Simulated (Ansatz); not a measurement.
# Ni in Ansatz: reference runs

How does Ni come out in PBE? The cell is run as given.

Program: Ansatz 0.2.0. These are calculated values, not measurements. Logs are shortened: lines on timing, memory, paths and dates and some standing lists are left out, and cuts for length are marked.

## 1. Starting point

The cell holds a sheet with vacuum, 1 atom: a = 2.259 Å, b = 2.259 Å, c = 23.800 Å, α = 90.00°, β = 90.00°, γ = 90.00°.

The cell was built by a generator and needn't be a form met in nature.

## 2. Single point, PBE, collinear spin, ferromagnetic start

Contents of input.yaml:

```yaml
crystal:
  lattice:
    - [2.25911, 0.0, 0.0]
    - [0.0, 2.25911, 0.0]
    - [0.0, 0.0, 23.8]
  atoms:
    - { symbol: Ni, position: [0.5, 0.5, 0.29412], spin: 1.0 }
kpoints:
  mp_grid: { grid: [12, 12, 1] }
scf:
  occupations: { method: fermi_dirac, width: 0.05 }
hamiltonian:
  xc: pbe
  pseudopotentials: { kind: all_electron, lapw: { basis_error: 0.001 } }
magnetization:
  spin_polarized: true
output:
  forces: true
  stress: true
  eigenvalues: true
  populations: true
```

Potentials or basis: all-electron LAPW, scalar-relativistic.

The run is started by

```bash
$ ansatz run input.yaml --threads 2 --pin off --max-ram 8192MiB --backend cpu --events-out ev --progress --plain --runs-dir out
```

Output:

```text
Warning: RAYON_NUM_THREADS=2 ignored (pool sized by the plan → 2); use --threads N
Ni: projections on atomic orbitals take those of the free atom 1s2 2s2 2p6 3s2 3p6 3d8 4s2, of charge +0.00 (hamiltonian.pseudopotentials.projection_atoms)
LAPW: plane waves up to 10.103 Å⁻¹, error target 1.0e-3 eV per atom; small_component_spin mean_spin; Ni in spheres of 1.130 Å, 18 of its electrons in bands, Dirac shells [] (how accurate: hamiltonian.pseudopotentials.lapw.basis_error, Limitations)
Engine: ansatz 0.2.0, x86_64-unknown-linux-gnu
Pseudopotentials: kind: all_electron
Pseudopotential: Ni, LAPW, valence charge 18, lapw/all_electron/scalar/gaussian/Ni, Koelling and Harmon's equation, gaussian nucleus
Functional definition: PBE
  parameter kappa = 0.804
  parameter beta = 0.06672455060314922
  exchange = pbe_x(kappa = kappa, mu = beta*pi^2/3)
  correlation = pbe_c(beta = beta)
Crystal: 1 atoms, lattice volume = 121.465 Å³
Basis set: ecut = 388.8642538391651 eV, 2129 PW (Γ), exchange–correlation at level 2
Bands: 14, of which v1, the nominal top of the filled ones, is band 9 counted from 1 (8 counted from 0)
Symmetry: 16 space group operations
Space group: P4/mmm (ITA 123), of the structure as read, at distance tolerance 5.0e-5 Å
Magnetic group: BNS 123.339 (UNI 999), of the structure as read, at distance tolerance 5.0e-5 Å
k-points: 28 of 144
Non-local potential: Ni, projectors of the file, none
Initial density: superposition of atomic densities (neutral atoms: chi_scale 0, normalization atom)
Starting moments: Σ|m| = 1 μB on 1 of 1 site
Initial wavefunctions: plane waves of lowest kinetic energy (no species holds an atomic orbital)
Functional: x = pbe(κ = 0.804, μ = 0.2195149727645171), c = pbe(β = 0.06672455060314922)
iter 1 solved again at ethr=3.38e-3 eV; its pass at ethr=1.00e-1 eV (dr2=6.08e-1 eV) is discarded
SCF iter   1: F=—  HF=-41381.378987 eV  |F-HF|=—  |Δ(HF+E_count)|=         —  Δρ=7.42e-3 (↑6.16e-3 ↓7.42e-3)  dr2=6.06e-1  dr2_m=2.24e-3  M=0.926 μB ∫|m|=0.948 μB  β_m=0.30  ethr=3.38e-3  ⟨swp⟩=3.0  Hψ=5353  notcnv=0
Mixer restart at iter 1: flushing history
preconditioner: auto → LDOS  [metal: Δε(μ)=0.050 eV  Ē_g=10.064 eV  σ=0.050 eV  W_gap=0.23  n_scr=14 (ndim 8)  ℏωp=10.7 eV  f_vac=0.806  D(μ)=2.20/eV (n_scr^D=12)]
spin=Collinear: LDOS preconditioning applied to the charge; magnetization (m = ρ↑ − ρ↓) channel mixes plain (no charge-response kernel on spin).
SCF iter   2: F=—  HF=-41381.320917 eV  |F-HF|=—  |Δ(HF+E_count)|=   5.81e-2  Δρ=5.71e-3 (↑5.06e-3 ↓5.71e-3)  dr2=3.65e-1  dr2_m=1.05e-3  M=0.916 μB ∫|m|=0.947 μB  β_m=0.65  ethr=3.37e-3  ⟨swp⟩=2.2  Hψ=2302  notcnv=0  defer=4
iter 3 solved again at ethr=6.50e-5 eV; its pass at ethr=2.03e-3 eV (dr2=1.17e-2 eV) is discarded
SCF iter   3: F=—  HF=-41381.323021 eV  |F-HF|=—  |Δ(HF+E_count)|=   2.10e-3  Δρ=1.86e-3 (↑1.44e-3 ↓1.86e-3)  dr2=1.16e-2  dr2_m=2.19e-4  M=0.879 μB ∫|m|=0.948 μB  β_m=0.72  ethr=6.50e-5  ⟨swp⟩=2.5  Hψ=4294  notcnv=0  defer=8
SCF iter   4: F=—  HF=-41381.338243 eV  |F-HF|=—  |Δ(HF+E_count)|=         —  Δρ=5.33e-4 (↑4.03e-4 ↓5.33e-4)  dr2=4.64e-4  dr2_m=6.83e-5  M=0.878 μB ∫|m|=0.958 μB  β_m=0.74  ethr=6.43e-5  ⟨swp⟩=3.0  Hψ=2505  notcnv=0  defer=2
the basis was enlarged: its passes take 558.0 KiB over the memory plan, 2 of 2 planned eigensolver slots
SCF iter   5: F=—  HF=-41381.339381 eV  |F-HF|=—  |Δ(HF+E_count)|=   1.14e-3  Δρ=2.29e-4 (↑1.59e-4 ↓2.29e-4)  dr2=1.06e-4  dr2_m=1.19e-5  M=0.876 μB ∫|m|=0.956 μB  β_m=0.76  ethr=2.58e-6  ⟨swp⟩=3.0  Hψ=2446  notcnv=0
SCF iter   6: F=—  HF=-41381.339693 eV  |F-HF|=—  |Δ(HF+E_count)|=   3.12e-4  Δρ=4.06e-5 (↑3.21e-5 ↓4.06e-5)  dr2=2.12e-6  dr2_m=9.79e-7  M=0.876 μB ∫|m|=0.958 μB  β_m=0.88  ethr=5.88e-7  ⟨swp⟩=2.9  Hψ=2199  notcnv=0
SCF iter   7: F=—  HF=-41381.339707 eV  |F-HF|=—  |Δ(HF+E_count)|=   1.44e-5  Δρ=1.30e-5 (↑5.69e-6 ↓1.30e-5)  dr2=3.69e-7  dr2_m=3.63e-8  M=0.877 μB ∫|m|=0.958 μB  β_m=0.94  ethr=1.18e-8  ⟨swp⟩=3.0  Hψ=2330  notcnv=0  defer=1
SCF iter   8: F=—  HF=-41381.339708 eV  |F-HF|=—  |Δ(HF+E_count)|=   9.18e-7  Δρ=2.72e-6 (↑6.62e-7 ↓2.72e-6)  dr2=5.44e-9  dr2_m=1.66e-9  M=0.877 μB ∫|m|=0.958 μB  β_m=0.97  ethr=2.05e-9  ⟨swp⟩=3.0  Hψ=2249  notcnv=0  defer=1
SCF iter   9: F=—  HF=-41381.339708 eV  |F-HF|=—  |Δ(HF+E_count)|=   8.23e-8  Δρ=6.71e-7 (↑6.01e-7 ↓6.71e-7)  dr2=3.23e-9  dr2_m=2.64e-11  M=0.877 μB ∫|m|=0.958 μB  β_m=0.99  ethr=3.02e-11  ⟨swp⟩=3.1  Hψ=2375  notcnv=0
SCF iter  10: F=-41381.339708 eV  HF=-41381.339708 eV  |F-HF|=1.24e-10  |Δ(HF+E_count)|=   3.09e-9  Δρ=2.02e-7 (↑1.18e-7 ↓2.02e-7)  dr2=9.20e-11  dr2_m=1.19e-11  M=0.877 μB ∫|m|=0.958 μB  ethr=1.79e-11  ⟨swp⟩=2.9  Hψ=2198  notcnv=0
SCF 1 converged in 10 iterations: F = -41381.339708 eV  dr2 = 9.20e-11
SCF converged after 10 iterations
Magnetization: 0.8769 μB (9.4384 up, 8.5616 down)
Absolute magnetization: 0.9584 μB (∫|ρ↑−ρ↓|)
Spin contamination: 0.0130 ħ² per cell (⟨S²⟩ above its minimum at these occupations)
Per-site moments (μB) at R_I (Å): [(0.9162167269490649, 1.1295549831683165)]
Free energy (F): -41381.339708 eV
Harris-Foulkes:  -41381.339708 eV  (|F-HF|=1.24e-10)
Internal energy: -41381.323124 eV  (E = F + TS)
E sigma→0 (E₀):  -41381.331416 eV
Entropy (-TS):   -0.016584 eV (-16.584 meV/atom)
Fermi energy:    -3.085892 eV
--- Per-component energies (eV) ---
  E_band       = -659.817253
  E_kinetic    = 42044.368328
  E_xc         = -1729.554946
  E_electrostatic = -81696.136506  (all electrons and nuclei)
  E_smearing   = -0.016584  (= −TS)
  E_closure    = 0.000000  (closes the sum)
  E_atoms      = -41375.755904  (free atoms, spherical and without spin; not in F)
  Σ components = -41381.339708   (vs F -41381.339708, Δ=0.00e0)
  Basis errors (estimates in eV, not in F): energy 5.2e-4 per atom: plane waves 4.7e-4 (2.8e-4 summed), levels above the bands 5.1e-56, relativity 4.2e-8, radial functions 5.0e-5, core shells 5.3e-9; eigenvalues (radial functions only) 6.7e-7; not estimated: angular momenta, meshes, grids; target (lapw.basis_error) 1.0e-3; muffin-tin radii Ni 1.130 Å
--- Forces (eV/Å), atoms counted from 1 ---
  atom   1  Ni     0.00000000    -0.00000000     0.00000000
  max |Σ_I F_I| component: 6.90e-31 eV/Å
--- Stress (GPa, compression-positive) ---
        0.017009       0.000000       0.000000
        0.000000       0.017009       0.000000
        0.000000       0.000000       0.000000
  P = ⅓ Tr σ = 0.0113 GPa (0.113 kbar)
--- Band table (eV; the first three rows and the last of 56) ---
  k-point 0 ↑: bands = ["-106.6022", "-67.0054", "-67.0054", "-66.6107", "-9.0342", "-6.9551", "-5.0973", "-3.9564", "-3.9564", "-3.7388", "-2.3394", "1.7791", "2.2428", "2.3520"]
  k-point 1 ↑: bands = ["-106.5996", "-67.0266", "-67.0036", "-66.6086", "-8.8089", "-6.8618", "-5.0349", "-4.2540", "-3.9455", "-3.8175", "-1.9308", "1.9751", "2.4530", "2.5546"]
  k-point 2 ↑: bands = ["-106.5924", "-67.0845", "-66.9988", "-66.6027", "-8.1901", "-6.5553", "-4.8584", "-4.7968", "-4.0279", "-3.9155", "-1.0257", "2.5634", "3.0798", "3.1627"]
  k-point 27 ↓: bands = ["-105.4206", "-66.1731", "-66.1731", "-65.5582", "-6.6316", "-4.4331", "-4.4331", "-3.0917", "-1.8756", "5.3294", "5.3294", "10.5202", "11.4248", "11.9977"]
--- Löwdin populations: 1 site ---
  site symbol       q [e]    m [muB]
     0     Ni     27.8396     0.9171
  spilling = 0.005729 (of n_electrons = 28.000000)
```

It took 31 s on 2 threads of AMD EPYC 7R43 (Zen 3), shared host; peak memory 0.68 GiB.

Results:

```yaml
Free_energy: -41381.3397 eV
Band_gap_on_the_k_mesh: none (metal or under the smearing width)
Net_moment: 0.88 μB per cell
Absolute_moment: 0.96 μB per cell
Site_moments: Ni +0.92 μB
Work_function: 5.25 eV
```
